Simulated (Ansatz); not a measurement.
From input file to script: TaN, space group Fm-3m in Ansatz 0.2.0.

```yaml
crystal:
  lattice:
    - [0.0, 2.179, 2.179]
    - [2.179, 0.0, 2.179]
    - [2.179, 2.179, 0.0]
  atoms:
    - { symbol: Ta, position: [0.5, 0.5, 0.5] }
    - { symbol: "N", position: [0.0, 0.0, 0.0] }
basis:
  ecutwfc: 462.593566181796
kpoints:
  mp_grid:
    grid: [17, 17, 17]
hamiltonian:
  xc: pbe
scf:
  occupations:
    method: fermi_dirac
    width: 0.1
elastic:
  mode: clamped_ion
  amplitude: 0.005
```

`elastic.py`
```python
'''Stiffness tensor and moduli of TaN.'''

import ansatz as az
import numpy as np

WIDTH_EV = 0.1
KMESH = (17, 17, 17)

lattice = az.Lattice.of(
    (0.0, 2.179, 2.179),
    (2.179, 0.0, 2.179),
    (2.179, 2.179, 0.0),
)
sites = [
    ('Ta', (0.5, 0.5, 0.5)),
    ('N', (0.0, 0.0, 0.0)),
]
structure = az.Crystal(lattice=lattice)
for symbol, position in sites:
    structure = structure.atom(symbol, position)

setup = (
    structure.calculation()
    .basis(34 * az.Ry)
    .functional(az.Functional.PBE)
    .occupations(az.OccupationsMethod.FERMI_DIRAC, width=WIDTH_EV)
    .kpoints(*KMESH)
)
result = setup.elastic('clamped-ion', amplitude=0.005).run(threads=1)
elastic = result.elastic

C = np.asarray(elastic.c_gpa)
for i in range(6):
    for j in range(i, 6):
        if abs(C[i, j]) > 0.05:
            print(f'C{i + 1}{j + 1} = {C[i, j]:.1f} GPa')
print('smallest eigenvalue of C:', round(elastic.stability.min_eigenvalue_gpa, 1), 'GPa; tensor positive definite:', elastic.stability.min_eigenvalue_gpa > 0)
# averaged moduli need a positive definite tensor
if elastic.stability.min_eigenvalue_gpa > 0:
    m = elastic.moduli
    anisotropy = 5 * m.g_voigt_gpa / m.g_reuss_gpa + m.k_voigt_gpa / m.k_reuss_gpa - 6
    print(f'Voigt K {m.k_voigt_gpa:.1f} G {m.g_voigt_gpa:.1f}; Reuss K {m.k_reuss_gpa:.1f} G {m.g_reuss_gpa:.1f}; universal anisotropy index {anisotropy:.3f}')
```

```console
$ python elastic.py
C11 = 874.2 GPa
C12 = 152.2 GPa
C13 = 152.2 GPa
C22 = 874.2 GPa
C23 = 152.2 GPa
C33 = 874.2 GPa
C44 = 74.1 GPa
C55 = 74.1 GPa
C66 = 74.1 GPa
smallest eigenvalue of C: 74.1 GPa; tensor positive definite: True
Voigt K 392.9 G 188.8; Reuss K 392.9 G 108.6; universal anisotropy index 3.694
```

Reading the output:
- The run is spin-unpolarised.
- The cell isn't relaxed first, so the values belong to this volume.
- A positive definite tensor excludes instabilities under uniform strain alone; phonons elsewhere in the zone can still be imaginary.
- Spin-orbit coupling, which matters for elements this heavy, is left out.
- At these settings the cell as given stands under about 15 GPa, so it isn't at this functional's equilibrium volume.
- The structure is a deposited one; some such entries were measured under pressure or heat, so a shift against it needn't be the functional's error alone.
- Shear constants of a metal converge slowly with the k-point mesh and can be wrong in sign on a coarse one; the constants belong to the cell that was strained.
- Run time: 86 s on 1 thread of Arm Neoverse V1, with other jobs on the host, peak memory 0.62 GiB.

(A comment or docstring line of the script was reworded after the run, the code is as it ran; lines on the test bed's own set-up are left out of the output.)
